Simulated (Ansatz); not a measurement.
Hf2Pd2Se2Br2O3:

```
CELL_PARAMETERS angstrom
5.76070 0.00000 0.00000
-0.52247 5.84720 0.00000
-1.48845 -0.88663 6.65037
ATOMIC_POSITIONS crystal
Hf 0.74540 0.39602 0.34989
Hf 0.28763 0.45322 0.59401
Pd 0.90854 0.13294 0.84849
Pd 0.25249 0.90323 0.35874
Se 0.63469 0.40355 0.93716
Se 0.62597 0.78174 0.53023
Br 0.85273 0.99089 0.15355
Br 0.22526 0.82084 0.86223
O 0.96040 0.28925 0.59026
O 0.43233 0.24524 0.40864
O 0.07457 0.58308 0.36682
```

The cell was built by a generator and needn't be a form met in nature.

- Program: Ansatz 0.2.0
- Task: relaxation of cell and atoms
- Functional: PBE
- Dispersion: D4
- Potentials or basis: Ansatz PAW
- Cutoff: 420 eV (not typed: the program's choice for these potentials)
- k mesh: 4 × 4 × 3
- Occupations: fermi-dirac, width 0.05 eV
- Spin: no spin polarisation

At the start: volume 20.36 Å³/atom.

**Question.** Where does the relaxation end?

**Answer.** It ends after 13 steps and the volume is 19.84 Å³/atom (-2.6 %); space group P1 (No. 1, to 0.05 Å).

Step by step:
```tsv
step	energy change (eV)	largest force (eV/Å)	volume (Å³)
1	0.0000	0.1061	224.01
2	-0.0327	0.1386	220.30
3	-0.0407	0.0922	218.70
4	-0.0423	0.1365	218.37
5	-0.0432	0.0570	218.37
6	-0.0434	0.0327	218.36
7	-0.0435	0.0210	218.36
8	-0.0436	0.0114	218.35
9	-0.0436	0.0049	218.34
10	-0.0372	0.0048	218.34
11	-0.0374	0.0149	218.22
12	-0.0374	0.0025	218.24
13	-0.0373	0.0025	218.24
```

Final structure:
```yaml
crystal:
  lattice:
    - [5.71672, -0.00176, -0.01109]
    - [-0.52027, 5.80646, -0.01612]
    - [-1.48962, -0.89946, 6.58028]
  atoms:
    - { symbol: Hf, position: [0.74390, 0.39466, 0.34798] }
    - { symbol: Hf, position: [0.28921, 0.45509, 0.59388] }
    - { symbol: Pd, position: [0.91287, 0.13613, 0.85420] }
    - { symbol: Pd, position: [0.25021, 0.90268, 0.35769] }
    - { symbol: Se, position: [0.63247, 0.40514, 0.93697] }
    - { symbol: Se, position: [0.62804, 0.78329, 0.52777] }
    - { symbol: Br, position: [0.84661, 0.98536, 0.15347] }
    - { symbol: Br, position: [0.23158, 0.82137, 0.86790] }
    - { symbol: O, position: [0.96160, 0.29074, 0.59159] }
    - { symbol: O, position: [0.42989, 0.24340, 0.40549] }
    - { symbol: O, position: [0.07362, 0.58214, 0.36309] }
```

Caveat: the plane-wave basis is chosen anew once the cell has moved, so the energies of steps on either side of that aren't comparable.
